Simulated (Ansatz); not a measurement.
**C3H12BNO: one species, many methods**

One table from this session's results is given with a row withheld; the runs are named, their logs left out.

The runs use Ansatz 0.2.0, Gaussian basis; functionals in def2-TZVPP, the program's frozen cores in correlated methods.

Levels to be run: LDA (SPW92), PBE-D4, revPBE-D4, BLYP-D4, r2SCAN-D4, B97M-V, PBE0-D4, B3LYP-D4, r2SCANh-D4, r2SCAN0-D4, HSE06-D4, BHLYP-D4, CAM-B3LYP-D4, LC-ωPBE, ωB97X-V, ωB97M-V, B2PLYP, PBE-QIDH; CCSD(T)/def2-SVP; MP2/def2-TZVPP; RPA on PBE.

1 further run of the same task is left out (it didn't finish). Runs told in other sessions of the task aren't counted.

**Structure used throughout**

The geometry comes from an earlier relaxation with PBE0-D4 in a triple-zeta def2 set; it is a stationary point, not always the lowest conformer.

SMILES `C[NH2+][B-](C)(C)O`, 18 atoms, charge 0, spin multiplicity 1.

Atoms are counted from 1 here; the program's logs count them from 0.

Bond lengths: C1–N2 1.465 Å, C1–H7 1.092 Å, C1–H8 1.089 Å, C1–H9 1.089 Å, N2–B3 1.706 Å, N2–H10 1.015 Å, N2–H11 1.016 Å, B3–C4 1.612 Å, B3–C5 1.613 Å, B3–O6 1.447 Å, C4–H12 1.094 Å, C4–H13 1.097 Å, C4–H14 1.098 Å, C5–H15 1.098 Å, C5–H16 1.095 Å, C5–H17 1.097 Å, O6–H18 0.957 Å. Angles: N2–C1–H7 112.0°, N2–C1–H8 107.9°, N2–C1–H9 109.1°, H7–C1–H8 109.6°, H7–C1–H9 109.4°, H8–C1–H9 108.9°, C1–N2–B3 116.2°, C1–N2–H10 111.0°, C1–N2–H11 109.9°, B3–N2–H10 108.7°, B3–N2–H11 103.5°, H10–N2–H11 106.9°, N2–B3–C4 102.7°, N2–B3–C5 107.0°, N2–B3–O6 103.0°, C4–B3–C5 115.2°, C4–B3–O6 111.9°, C5–B3–O6 115.3° and more.

The first run:

File in.yaml:

```yaml
crystal:
  periodic: [false, false, false]
  atoms:
    - {symbol: C, position_ang: [-0.002174, 0.649110, -1.998701]}
    - {symbol: N, position_ang: [0.736521, 0.033081, -0.893961]}
    - {symbol: B, position_ang: [-0.181878, -0.403702, 0.476342]}
    - {symbol: C, position_ang: [0.922706, -1.060816, 1.449622]}
    - {symbol: C, position_ang: [-0.870017, 0.945169, 1.031072]}
    - {symbol: O, position_ang: [-1.096461, -1.394555, -0.048470]}
    - {symbol: H, position_ang: [0.622842, 0.781737, -2.883748]}
    - {symbol: H, position_ang: [-0.844145, 0.001869, -2.239750]}
    - {symbol: H, position_ang: [-0.382081, 1.616945, -1.676222]}
    - {symbol: H, position_ang: [1.504937, 0.625605, -0.595552]}
    - {symbol: H, position_ang: [1.142872, -0.847293, -1.198445]}
    - {symbol: H, position_ang: [0.446629, -1.380948, 2.381213]}
    - {symbol: H, position_ang: [1.732761, -0.376833, 1.733012]}
    - {symbol: H, position_ang: [1.381904, -1.958952, 1.016713]}
    - {symbol: H, position_ang: [-1.626435, 1.370264, 0.358258]}
    - {symbol: H, position_ang: [-1.381336, 0.728636, 1.974823]}
    - {symbol: H, position_ang: [-0.151741, 1.743888, 1.252468]}
    - {symbol: H, position_ang: [-1.992703, -1.062009, -0.086775]}
basis:
  gaussian: {orbitals: def2-TZVPP}
hamiltonian: {xc: lda}
output: {orbitals: {seedname: orbitals}}
```

Launch:

```bash
$ ansatz run in.yaml --threads 4 --pin off --events-out ev --progress --plain --max-ram 11315MiB
```

Steps of the session up to this table: LDA; PBE-D4 (GGA); revPBE-D4 (GGA); BLYP-D4 (GGA); r2SCAN-D4 (meta-GGA); B97M-V (meta-GGA); B3LYP-D4 (hybrid); r2SCANh-D4 (hybrid); r2SCAN0-D4 (hybrid); HSE06-D4 (hybrid); BHLYP-D4 (hybrid); CAM-B3LYP-D4 (range-separated); LC-ωPBE (range-separated); ωB97X-V (range-separated); ωB97M-V (range-separated); B2PLYP (double hybrid); PBE-QIDH (double hybrid).

One table of the session follows, with a row left open; its other results are not shown here.

It belongs to the step «Orbital energies across the functionals». 

```
  functional  HOMO (eV)  LUMO (eV)  gap (eV)
 LDA (SPW92)      -5.73      -0.59      5.13
      PBE-D4      -5.57      -0.43      5.14
   revPBE-D4      -5.50      -0.34      5.16
     BLYP-D4          ?          ?         ?
   r2SCAN-D4      -5.86       0.26      6.12
      B97M-V      -6.01      -0.27      5.74
     PBE0-D4      -7.04       0.40      7.44
    B3LYP-D4      -6.83       0.05      6.88
  r2SCANh-D4      -6.42       0.51      6.93
  r2SCAN0-D4      -7.25       0.85      8.10
    HSE06-D4      -6.64       0.03      6.67
    BHLYP-D4      -8.45       1.00      9.45
CAM-B3LYP-D4      -8.50       1.15      9.65
     LC-ωPBE      -9.81       2.48     12.29
     ωB97X-V      -9.50       2.24     11.74
     ωB97M-V      -9.41       1.80     11.21
```

**Question.** Estimate the row for BLYP-D4.

Worked estimate for «HOMO (eV)». Against the share of exact exchange, B3LYP-D4 (0.2, -6.83), BHLYP-D4 (0.5, -8.45) give a slope of -5.40 per unit share; at 0 the line stands at -5.75.

**Answer.** HOMO (eV): -5.49; LUMO (eV): -0.45; gap (eV): 5.04. In «HOMO (eV)» the line misses by -0.26.
